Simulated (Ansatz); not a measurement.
# CH7ClGeO2Si: one species, many methods

The task here is to estimate one member of a computed series from the others.

Computed with Ansatz 0.2.0, Gaussian basis. Level: functionals in def2-TZVPP, the program's frozen cores in correlated methods.

The runs, in order: PBE-D4, r2SCAN-D4, PBE0-D4, B3LYP-D4, ωB97X-V, ωB97M-V, B2PLYP; CCSD(T)/def2-TZVPP; MP2/def2-QZVPP; extrapolation to the limit.

### The geometry

All runs share one geometry, relaxed beforehand with PBE0-D4 in a triple-zeta def2 set.

SMILES `C[O][Ge]([OH])([SiH3])[Cl]`, 13 atoms, charge 0, spin multiplicity 1.

Atoms are counted from 1 here; the program's logs count them from 0.

Bond lengths: C1–O2 1.411 Å, C1–H7 1.092 Å, C1–H8 1.095 Å, C1–H9 1.097 Å, O2–Ge3 1.767 Å, Ge3–O4 1.759 Å, Ge3–Si5 2.382 Å, Ge3–Cl6 2.172 Å, O4–H10 0.962 Å, Si5–H11 1.482 Å, Si5–H12 1.484 Å, Si5–H13 1.483 Å. Angles: O2–C1–H7 107.6°, O2–C1–H8 111.8°, O2–C1–H9 112.0°, H7–C1–H8 108.7°, H7–C1–H9 108.2°, H8–C1–H9 108.5°, C1–O2–Ge3 121.2°, O2–Ge3–O4 104.5°, O2–Ge3–Si5 116.8°, O2–Ge3–Cl6 105.9°, O4–Ge3–Si5 110.4°, O4–Ge3–Cl6 109.7°, Si5–Ge3–Cl6 109.3°, Ge3–O4–H10 112.1°, Ge3–Si5–H11 108.3°, Ge3–Si5–H12 107.5°, Ge3–Si5–H13 109.1°, H11–Si5–H12 110.5° and more.

Set-up of the first run:

in.yaml reads:

```yaml
crystal:
  periodic: [false, false, false]
  atoms:
    - {symbol: C, position_ang: [-0.021822, -1.789824, 1.214718]}
    - {symbol: O, position_ang: [-0.607276, -0.505541, 1.204680]}
    - {symbol: Ge, position_ang: [0.094617, 0.812779, 0.259578]}
    - {symbol: O, position_ang: [-0.713958, 2.258531, 0.849793]}
    - {symbol: Si, position_ang: [-0.104694, 0.658534, -2.108844]}
    - {symbol: Cl, position_ang: [2.197131, 0.878623, 0.801358]}
    - {symbol: H, position_ang: [-0.602579, -2.411227, 1.898955]}
    - {symbol: H, position_ang: [1.015836, -1.761020, 1.562968]}
    - {symbol: H, position_ang: [-0.044167, -2.259408, 0.223546]}
    - {symbol: H, position_ang: [-0.804455, 2.257427, 1.807516]}
    - {symbol: H, position_ang: [0.607442, 1.809588, -2.712168]}
    - {symbol: H, position_ang: [0.525424, -0.618067, -2.526667]}
    - {symbol: H, position_ang: [-1.541492, 0.669595, -2.475433]}
basis:
  gaussian: {orbitals: def2-TZVPP}
hamiltonian: {xc: pbe, dispersion: d4}
output: {forces: true, orbitals: {seedname: orbitals}}
```

Launch:

```bash
$ ansatz run in.yaml --threads 2 --pin off --events-out ev --progress --plain --max-ram 32768MiB --backend cuda --devices 0, --max-vram 18GiB
```

Steps of the session up to this table: PBE-D4 (GGA); r2SCAN-D4 (meta-GGA); PBE0-D4 (hybrid); B3LYP-D4 (hybrid); ωB97X-V (range-separated); ωB97M-V (range-separated); B2PLYP (double hybrid); CCSD(T) in def2-TZVPP; MP2 in def2-QZVPP.

One table of the session follows, with a row left open; its other results are not shown here.

It belongs to the step «Atomisation energies». 

```
            method  atomisation energy (eV)
            PBE-D4                        ?
         r2SCAN-D4                   45.998
           PBE0-D4                   45.520
          B3LYP-D4                   45.592
           ωB97X-V                   46.127
           ωB97M-V                   45.848
            B2PLYP                   45.197
     HF/def2-TZVPP                   32.753
    MP2/def2-TZVPP                   45.589
   CCSD/def2-TZVPP                   44.134
CCSD(T)/def2-TZVPP                   44.859
           MP2/CBS                   46.792
       CCSD(T)/CBS                   46.062
```

Estimate the missing values for PBE-D4.

The run gave: atomisation energy (eV): 46.348. In the column «atomisation energy (eV)» it lies between ωB97X-V (46.127) and MP2/CBS (46.792).
